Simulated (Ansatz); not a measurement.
# Li2P: the cost of one run

Computed with Ansatz 0.2.0 (DFT PBE, scalar-relativistic, plane waves, PAW, unless a step's input says otherwise).

## (1) Starting point

The structure is orthorhombic, space group Pnnm (No. 58). Conventional cell: a = 4.334 Å, b = 5.290 Å, c = 3.302 Å, α = 90.00°, β = 90.00°, γ = 90.00°. Li (site symmetry m) has 1 Li at 2.16 Å and 3 P at 2.18 to 2.20 Å as nearest neighbours. P (site symmetry 2/m) is surrounded by 6 Li at 2.18 to 2.20 Å.

Structure file:

```cif
data_structure
_symmetry_space_group_name_H-M 'Pnnm'
_symmetry_Int_Tables_number 58
_cell_length_a 4.3342
_cell_length_b 5.2899
_cell_length_c 3.3023
_cell_angle_alpha 90.000
_cell_angle_beta 90.000
_cell_angle_gamma 90.000
_cell_volume 75.71
loop_
_atom_site_label
_atom_site_type_symbol
_atom_site_symmetry_multiplicity
_atom_site_Wyckoff_symbol
_atom_site_fract_x
_atom_site_fract_y
_atom_site_fract_z
_atom_site_occupancy
Li1 Li 4 g 0.20040 0.37870 0.00000 1
P1 P 2 a 0.00000 0.00000 0.00000 1
```

This is candidate A: marcasite type (Pnnm, No. 58).

(A quick probe on a coarse mesh, which set the mesh and smearing, is not shown.)

## (3) Rough relaxation on the coarse mesh (candidate A)

The input, input.yaml:

```yaml
crystal:
  lattice:
    - [4.3342444542, 0.0, 0.0]
    - [0.0, 5.289911908, 0.0]
    - [0.0, 0.0, 3.3023186383]
  atoms:
    - { symbol: Li, position: [0.2004, 0.3787, 0.0] }
    - { symbol: Li, position: [0.7996, 0.6213, 0.0] }
    - { symbol: Li, position: [0.7004, 0.1213, 0.5] }
    - { symbol: Li, position: [0.2996, 0.8787, 0.5] }
    - { symbol: P, position: [0.0, 0.0, 0.0] }
    - { symbol: P, position: [0.5, 0.5, 0.5] }
basis:
  ecutwfc: 420
kpoints:
  mp_grid: { grid: [4, 4, 6] }
hamiltonian:
  xc: pbe
scf:
  occupations: { method: gaussian, width: 0.1 }
  lower_state_search: "off"
output:
  forces: true
  stress: true
  eigenvalues: true
relax:
  adjacent_minimum: "off"
  f_tol: 0.04
  max_steps: 70
  cell: { stress_tol: 0.4 }
```

Started as:

```bash
> ansatz run input.yaml --threads 1 --pin off --max-ram 2560MiB --backend cpu --events-out ev --progress --plain --runs-dir out
```

**Question.** How long does this run take on 1 thread of Intel Xeon 6975P-C (Granite Rapids), shared host, and how much memory does it need?

About 41 s, with a peak of 0.4 GiB.
